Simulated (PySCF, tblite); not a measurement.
**C8H14F2: geometry, infrared bands and NMR shifts**

Wanted: the infrared bands and NMR shifts of C8H14F2 (`C/C=C/C(C)(C)CC(F)F`), by calculation.

The runs use tblite 0.8.0 and PySCF 2.14.0, with density-fitted response routines of our own; the level of theory stands in each step. All values are computed, except where a source is named. Atoms are numbered from 0 throughout.

**1. The molecule as given**

24 atoms, charge 0, multiplicity 1; geometry from: force field or distance geometry start.

Bonds of the start (Å): C0–C1 1.51, C1–C2 1.34, C2–C3 1.54, C3–C4 1.53, C3–C5 1.56, C3–C6 1.55, C6–C7 1.52, C7–F8 1.35, C7–F9 1.36, C0–H10 1.09, C0–H11 1.09, C0–H12 1.11, C1–H13 1.08, C2–H14 1.09, C4–H15 1.10, C4–H16 1.09, C4–H17 1.10, C5–H18 1.11, C5–H19 1.10, C5–H20 1.09, C6–H21 1.10, C6–H22 1.12, C7–H23 1.08.

**2. Relaxing the molecule with GFN2-xTB**

Job settings and geometry (Å):

```
{"job": {"kind": "relax", "xc": "GFN2-xTB", "basis": "xTB"}, "charge": 0, "multiplicity": 1}
C      3.251700     0.314700     0.248400
C      1.879200    -0.060900    -0.254500
C      0.799800    -0.108900     0.537600
C     -0.630000    -0.479600     0.116400
C     -0.756800    -0.961500    -1.329600
C     -1.069000    -1.662400     1.026400
C     -1.576800     0.710900     0.398000
C     -1.308600     1.957800    -0.424200
F     -2.109100     2.951900     0.028300
F     -1.681800     1.743400    -1.713800
H      3.940400    -0.509700     0.087200
H      3.603000     1.186800    -0.300500
H      3.238400     0.564700     1.325900
H      1.833900    -0.323900    -1.302000
H      0.907300     0.165400     1.589500
H     -1.801900    -1.182700    -1.574900
H     -0.174200    -1.870500    -1.507900
H     -0.402200    -0.213800    -2.049600
H     -1.034300    -1.384000     2.096200
H     -0.405400    -2.530400     0.900500
H     -2.091800    -1.971500     0.805100
H     -2.616400     0.398200     0.226000
H     -1.522000     0.994100     1.475800
H     -0.285400     2.291700    -0.396800
```

Launch:

```console
$ OMP_NUM_THREADS=1 python probes_run.py task.json out
```

One launch serves the whole session: the jobs run in the order shown.

**Question.** This job is followed by: GFN2-xTB harmonic vibrations, gas phase; GIAO PBE0/pcSseg-1 NMR shielding, non-relativistic, gas phase. What will the session give for the following? strongest single infrared mode (GFN2-xTB); zero-point energy (GFN2-xTB); 13C shifts against TMS (PBE0/pcSseg-1, means over atoms taken as alike); 1H shifts against TMS (PBE0/pcSseg-1, means over atoms taken as alike); 19F shifts against CFCl3 (PBE0/pcSseg-1, means over atoms taken as alike); surface potential, 1st and 99th percentile.

The runs gave:

| quantity | value |
| --- | --- |
| strongest single infrared mode (GFN2-xTB) | 1108 cm⁻¹, 84 km/mol |
| zero-point energy (GFN2-xTB) | 127.0 kcal/mol |
| 13C shifts against TMS (PBE0/pcSseg-1, means over atoms taken as alike) | 147.3, 132.7, 124.2, 50.8, 36.9, 29.3, 22.4 ppm |
| 1H shifts against TMS (PBE0/pcSseg-1, means over atoms taken as alike) | 6.11, 5.76, 5.67, 1.92, 1.78, 1.07 ppm |
| 19F shifts against CFCl3 (PBE0/pcSseg-1, means over atoms taken as alike) | -133.0 ppm |
| surface potential, 1st and 99th percentile | -1.04 V and 0.83 V |

**Reading.** Over 57 steps the energy fell by 0.131 eV; of the close pairs, C2–C3 changed most, 1.536 to 1.508 Å. No mode is imaginary among the 66: a minimum at this level. The strongest single mode, at 1108 cm⁻¹, has its largest shares on C7, H23 and C6 (the list is cut at 3 atoms). GFN2-xTB is a fitted tight-binding method: band positions and strengths are rough. Its intensities can rank the bands wrongly. The most deshielded hydrogen is H23 (hydrogen on an sp3 CH bonded to 2 F), at 6.11 ppm: its carbon carries F, an electronegative neighbour. At PBE0/pcSseg-1: Shielding is most anisotropic at C1 (span 220 ppm, paramagnetic term -203 ppm).
